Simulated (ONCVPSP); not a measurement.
# An ONCV potential for Te, from input to tests

Aim: build the potential from the settings below, then test how well it stands in for the atom: other configurations, scattering, ghost states and the plane-wave cutoff that it needs.

Program: ONCVPSP 4.0.1. Reference atom: PBEsol, scalar-relativistic, spherical and spin-unpolarised. All values are calculated.

## 1. Settings

The settings as typed:

* element: tellurium (Te, Z = 52)
* type: optimised norm-conserving Vanderbilt (ONCV)
* frozen core: [Ar] 3d10
* valence charge: 24
* reference configuration: 4s2 4p6 4d10 5s1.75 5p4.25
* partial waves: 4s+5s: rc 1.30 bohr, ncon 4, nbas 8, qcut 10 1/bohr, 2 projectors; 4p+5p: rc 1.05 bohr, ncon 5, nbas 10, qcut 11.1 1/bohr, 2 projectors; 4d: rc 1.50 bohr, ncon 3, nbas 7, qcut 9.6 1/bohr, 1 projector
* local potential: polynomial inside 0.80 bohr (lpopt 2, dvloc0 2 Ha)
* core correction: Teter function fitted to the true core (icmod 2), fcfact 0.55

The nodes and maxima of the atom's own shells, from an earlier all-electron run, set the scale for the radii.

All-electron outer shells of the reference configuration (PBEsol, scalar-relativistic, ld1.x):

```json
{"shell": "3p", "level (eV)": "-803.93", "outermost node (bohr)": "0.13", "outermost maximum (bohr)": "0.29"}
{"shell": "3d", "level (eV)": "-560.36", "outermost node (bohr)": "–", "outermost maximum (bohr)": "0.24"}
{"shell": "4s", "level (eV)": "-164.51", "outermost node (bohr)": "0.38", "outermost maximum (bohr)": "0.70"}
{"shell": "4p", "level (eV)": "-114.59", "outermost node (bohr)": "0.38", "outermost maximum (bohr)": "0.74"}
{"shell": "4d", "level (eV)": "-41.93", "outermost node (bohr)": "0.36", "outermost maximum (bohr)": "0.81"}
{"shell": "5s", "level (eV)": "-15.34", "outermost node (bohr)": "0.91", "outermost maximum (bohr)": "1.80"}
{"shell": "5p", "level (eV)": "-6.11", "outermost node (bohr)": "1.00", "outermost maximum (bohr)": "2.17"}
```

## 2. The generation run

File Te.dat:

```
# ATOM AND REFERENCE CONFIGURATION
# atsym  z   nc   nv     iexc    psfile
  Te 52.00    6    5  -116133      upf
#
#   n    l    f
    1    0    2.00
    2    0    2.00
    2    1    6.00
    3    0    2.00
    3    1    6.00
    3    2   10.00
    4    0    2.00
    4    1    6.00
    4    2   10.00
    5    0    1.75
    5    1    4.25
#
# PSEUDOPOTENTIAL AND OPTIMIZATION
# lmax
    2
#
#   l,   rc,      ep,       ncon, nbas, qcut
    0    1.30    0.00    4    8   10.00
    1    1.05    0.00    5   10   11.10
    2    1.50    0.00    3    7    9.60
#
# LOCAL POTENTIAL
# lloc, lpopt,  rc(5),   dvloc0
    4    2    0.80    2.00
#
# VANDERBILT-KLEINMAN-BYLANDER PROJECTORs
# l, nproj, debl
    0    2    1.50
    1    2    3.80
    2    1    2.10
#
# MODEL CORE CHARGE
# icmod, fcfact, rcfact
    2    0.55    0.60
#
# LOG DERIVATIVE ANALYSIS
# epsh1, epsh2, depsh
   -8.00    5.00    0.04
#
# OUTPUT GRID
# rlmax, drl
    6.00    0.01
#
# TEST CONFIGURATIONS
# ncnf
    4
# nvcnf
#   n    l    f
    5
    4    0    2.00
    4    1    6.00
    4    2   10.00
    5    0    2.00
    5    1    4.00
#
    5
    4    0    2.00
    4    1    6.00
    4    2   10.00
    5    0    2.00
    5    1    3.00
#
    5
    4    0    2.00
    4    1    6.00
    4    2   10.00
    5    0    2.00
    5    1    2.00
#
    5
    4    0    2.00
    4    1    6.00
    4    2   10.00
    5    0    2.00
    5    1    3.50
#
```

On the command line:

```
$ oncvpsp.x < Te.dat > Te.out
```

What does the calculation give? Wanted: cutoffs for 1 and 0.1 mHa per electron, occupied waves; bound ghosts; GHOST(+) flags; largest test error; largest phase difference near zero energy, channels read; rms error of d²Exc/dn², without and with the model core.

**Answer**, as computed:

| quantity | value |
| --- | --- |
| cutoffs for 1 and 0.1 mHa per electron, occupied waves | 56 Ha and 175 Ha |
| bound ghosts | none found |
| GHOST(+) flags | d at 890 eV |
| largest test error (AE − PS) | -5.0 meV, for 4s2 4p6 4d10 5s2 5p2 |
| largest phase difference near zero energy, channels read | 0.010 rad |
| rms error of d²Exc/dn², without and with the model core | 3.03 and 0.96 mHa |

In words: The worst unpolarised test, 4s2 4p6 4d10 5s2 5p2, is off by 5.0 meV on 25.4 eV; by total energies transferability rates as good. By its cutoff, 56 Ha for the looser tolerance, it is hard. The tighter tolerance needs 175 Ha, and converged work needs a cutoff nearer that. At the looser tolerance the 4p wave is the slowest; 5p needs 47 Ha. The program's ghost test flags no bound state. Near zero energy the phases of the channels with partial waves agree within 0.010 rad. The program also flags highly localised states, GHOST(+) (d).
